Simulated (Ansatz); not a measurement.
# CH4BOSb: small, medium and large basis sets

Aim: see how fast density functionals converge with the basis set for CH4BOSb.

Computed with Ansatz 0.2.0, Gaussian basis. Level: one geometry, several basis sets.

Levels to be run: PBE0-D4/def2-SVP; ωB97M-V/def2-SVP; PBE0-D4/def2-QZVPP; ωB97M-V/def2-QZVPP; the functionals' def2-TZVPP values are taken from earlier runs.

## Step 1: The geometry

All runs share one geometry, relaxed beforehand with PBE0-D4 in a triple-zeta def2 set. Sb takes the def2 core potential; no spin-orbit term is included.

8 atoms, charge 0, spin multiplicity 1.

Atoms are counted from 1 here; the program's logs count them from 0.

Bond lengths: B1–C2 1.559 Å, B1–Sb4 2.245 Å, B1–H5 1.190 Å, C2–O3 1.431 Å, C2–H6 1.106 Å, C2–H7 1.103 Å, O3–Sb4 2.012 Å, Sb4–H8 1.728 Å. Angles: C2–B1–Sb4 86.2°, C2–B1–H5 131.7°, Sb4–B1–H5 142.0°, B1–C2–O3 106.4°, B1–C2–H6 109.8°, B1–C2–H7 114.1°, O3–C2–H6 110.6°, O3–C2–H7 111.0°, H6–C2–H7 104.9°, C2–O3–Sb4 99.1°, B1–Sb4–O3 68.2°, B1–Sb4–H8 85.4°, O3–Sb4–H8 94.9°.

## Step 2: PBE0-D4 in def2-SVP

Input file in.yaml:

```yaml
crystal:
  periodic: [false, false, false]
  atoms:
    - {symbol: B, position_ang: [-0.370871, 0.589527, -0.709934]}
    - {symbol: C, position_ang: [0.707238, 0.357363, 0.391829]}
    - {symbol: O, position_ang: [0.896688, -1.057832, 0.480038]}
    - {symbol: Sb, position_ang: [-0.479731, -1.647756, -0.863491]}
    - {symbol: H, position_ang: [-0.861370, 1.585020, -1.140804]}
    - {symbol: H, position_ang: [0.350926, 0.763298, 1.356758]}
    - {symbol: H, position_ang: [1.663230, 0.873194, 0.202944]}
    - {symbol: H, position_ang: [-1.814009, -1.519915, 0.226862]}
basis:
  gaussian: {orbitals: def2-SVP}
hamiltonian: {xc: pbe0, dispersion: d4}
output: {orbitals: {seedname: orbitals}}
```

Run with:

```bash
$ ansatz run in.yaml --threads 2 --pin off --events-out ev --progress --plain --max-ram 4352MiB
```

After this run come: ωB97M-V in def2-SVP; PBE0-D4 in def2-QZVPP; ωB97M-V in def2-QZVPP.

**Question.** What will the summary of the whole plan be? Wanted: PBE0-D4: double and triple zeta above quadruple; ωB97M-V: double and triple zeta above quadruple.

The runs gave:

```
                                       quantity          value
PBE0-D4: double and triple zeta above quadruple  5.09, 0.29 eV
ωB97M-V: double and triple zeta above quadruple  5.28, 0.28 eV
```

PBE0-D4 gains 4.80 eV from double to triple zeta, then 0.29 eV more. Total energies overstate the basis error of differences, where much of it tends to cancel.
